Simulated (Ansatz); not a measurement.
# ClF4HOW: basis-set convergence

One table from this session's results is given with a row withheld; the runs are named, their logs left out.

Method: one geometry, several basis sets; program: Ansatz 0.2.0, Gaussian basis.

Levels to be run: PBE0-D4/def2-SVP; ωB97M-V/def2-SVP; PBE0-D4/def2-QZVPP; ωB97M-V/def2-QZVPP; the functionals' def2-TZVPP values are taken from earlier runs.

## The relaxed structure

All runs share one geometry, relaxed beforehand with PBE0-D4 in a triple-zeta def2 set. W takes the def2 core potential; no spin-orbit term is included.

SMILES `[OH][W]([F])([F])([F])([F])[Cl]`, 8 atoms, charge 0, spin multiplicity 1.

Atoms are counted from 1 here; the program's logs count them from 0.

Bond lengths: O1–W2 1.836 Å, O1–H8 0.959 Å, W2–F3 1.847 Å, W2–F4 1.847 Å, W2–F5 1.845 Å, W2–F6 1.862 Å, W2–Cl7 2.269 Å. Angles: W2–O1–H8 142.7°, O1–W2–F3 92.6°, O1–W2–F4 92.5°, O1–W2–F5 172.0°, O1–W2–F6 86.9°, O1–W2–Cl7 94.4°, F3–W2–F4 174.8°, F3–W2–F5 87.4°, F3–W2–F6 89.7°, F3–W2–Cl7 90.2°, F4–W2–F5 87.4°, F4–W2–F6 89.7°, F4–W2–Cl7 90.2°, F5–W2–F6 85.1°, F5–W2–Cl7 93.6°, F6–W2–Cl7 178.7°.

Coordinates:

```xyz
8
ClF4HOW
O    -0.3987   -1.4329    0.4018
W     0.1229    0.2479   -0.1203
F     1.3976    0.3561    1.2114
F    -1.1240    0.3016   -1.4812
F     0.4695    2.0243   -0.4800
F    -1.1559    0.9032    1.0638
Cl    1.6940   -0.5017   -1.5760
H    -1.0054   -1.8985    0.9804
```

Set-up of the first run:

Contents of in.yaml:

```yaml
crystal:
  periodic: [false, false, false]
  atoms:
    - {symbol: O, position_ang: [-0.398659, -1.432869, 0.401801]}
    - {symbol: W, position_ang: [0.122902, 0.247923, -0.120257]}
    - {symbol: F, position_ang: [1.397573, 0.356102, 1.211373]}
    - {symbol: F, position_ang: [-1.123996, 0.301561, -1.481181]}
    - {symbol: F, position_ang: [0.469497, 2.024336, -0.479976]}
    - {symbol: F, position_ang: [-1.155915, 0.903174, 1.063848]}
    - {symbol: Cl, position_ang: [1.693950, -0.501730, -1.576004]}
    - {symbol: H, position_ang: [-1.005363, -1.898498, 0.980397]}
basis:
  gaussian: {orbitals: def2-SVP}
hamiltonian: {xc: pbe0, dispersion: d4}
output: {orbitals: {seedname: orbitals}}
```

Run with:

```
$ ansatz run in.yaml --threads 4 --pin off --events-out ev --progress --plain --max-ram 11315MiB
```

Among the steps run: PBE0-D4 in def2-SVP; ωB97M-V in def2-SVP; PBE0-D4 in def2-QZVPP; ωB97M-V in def2-QZVPP.

One table of the session follows, with a row left open; its other results are not shown here.

It belongs to the step «Functionals by basis». 

```
functional       basis  HOMO (eV)  LUMO (eV)
   PBE0-D4    def2-SVP     -10.12      -4.33
   PBE0-D4  def2-TZVPP     -10.10      -4.17
   PBE0-D4  def2-QZVPP     -10.12      -4.19
   ωB97M-V    def2-SVP     -12.32      -2.19
   ωB97M-V  def2-TZVPP          ?          ?
   ωB97M-V  def2-QZVPP     -12.37      -2.08
```

**Question.** Estimate the row for ωB97M-V, def2-TZVPP.

The run gave: HOMO (eV): -12.34; LUMO (eV): -2.03. In the column «HOMO (eV)» it lies between ωB97M-V, def2-QZVPP (-12.37) and ωB97M-V, def2-SVP (-12.32).
